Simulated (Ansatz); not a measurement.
# Al: response to strain

Al is deformed so: zz strain of +2 %. What stress and forces result, by LAPW, PAW and all-electron datasets made for the crystal?

Program: Ansatz 0.2.0. Level of theory: DFT LDA, scalar-relativistic. These are calculated values, not measurements.

### Step 1. Starting point

It takes space group Fm-3m (No. 225, cubic). Conventional cell: a = 4.048 Å, b = 4.048 Å, c = 4.048 Å, α = 90.00°, β = 90.00°, γ = 90.00°. Al (site symmetry m-3m) has 12 Al at 2.86 Å as nearest neighbours.

Structure file:

```
Al
1.0
     0.00000    2.02398    2.02398
     2.02398    0.00000    2.02398
     2.02398    2.02398    0.00000
Al
1
Direct
  0.00000 0.00000 0.00000
```

### Step 2. After the deformation

Space group Fm-3m before, I4/mmm after.

### Step 3. All-electron LAPW

input.yaml

```yaml
crystal:
  lattice:
    - [0.0, 2.02398, 2.0644596]
    - [2.02398, 0.0, 2.0644596]
    - [2.02398, 2.02398, 0.0]
  atoms:
    - { symbol: Al, position: [0.0, 0.0, 0.0] }
kpoints:
  mp_grid: { grid: [17, 17, 17] }
  band_path:
    path:
      - [0.0, 0.0, 0.0]
      - [0.0, 0.5, 0.5]
      - [0.25, 0.75, 0.5]
      - [0.0, 0.5, 0.0]
      - [0.0, 0.0, 0.0]
      - [0.5, 0.5, 0.0]
      - [0.3701460977, 0.6298539023, 0.0]
      - [-0.3701460977, 0.3701460977, 0.0]
      - [0.0, 0.0, 0.0]
    npoints: 5
scf:
  occupations: { method: fermi_dirac, width: 0.03 }
hamiltonian:
  xc: lda
  pseudopotentials: { kind: all_electron, lapw: { basis_error: 0.0005 } }
output:
  forces: true
  stress: true
  eigenvalues: true
```

Launch:

```console
ansatz run input.yaml --threads 1 --pin off --max-ram 3072MiB --backend cpu --events-out ev --progress --plain --runs-dir out
```

### Step 4. PAW with frozen cores

input.yaml

```yaml
crystal:
  lattice:
    - [0.0, 2.02398, 2.0644596]
    - [2.02398, 0.0, 2.0644596]
    - [2.02398, 2.02398, 0.0]
  atoms:
    - { symbol: Al, position: [0.0, 0.0, 0.0] }
kpoints:
  mp_grid: { grid: [17, 17, 17] }
scf:
  occupations: { method: fermi_dirac, width: 0.03 }
hamiltonian:
  xc: lda
  pseudopotentials: { kind: paw }
output:
  forces: true
  stress: true
  eigenvalues: true
  efg: { contact_densities: true }
  write_density: true
  write_potential: true
  elf: true
  volumetric_format: npy
```

### Step 5. Datasets made for this crystal

Changes to input.yaml since step 4:

```diff
@@ -13,3 +13,3 @@
   xc: lda
-  pseudopotentials: { kind: paw }
+  pseudopotentials: { kind: all_electron, datasets: crystal }
 output:
@@ -19,5 +19 @@
   efg: { contact_densities: true }
-  write_density: true
-  write_potential: true
-  elf: true
-  volumetric_format: npy
```

(Steps that only read results are left out.)

What does the calculation give? Wanted: pressure; largest shear or deviatoric stress.

The runs gave:

```
                                 quantity                                              value
                                 pressure  LAPW -4.86, PAW -4.87, crystal datasets -4.86 GPa
largest shear or deviatoric stress (LAPW)                                           0.34 GPa
```

What this shows: The largest part of the stress beyond the pressure is 0.34 GPa in size, in the zz component. No run of the undeformed cell stands beside it, so the pressure holds what the given cell had before the change. PAW: stress within 0.02 GPa of LAPW. Crystal datasets: stress within 0.01 GPa of LAPW.
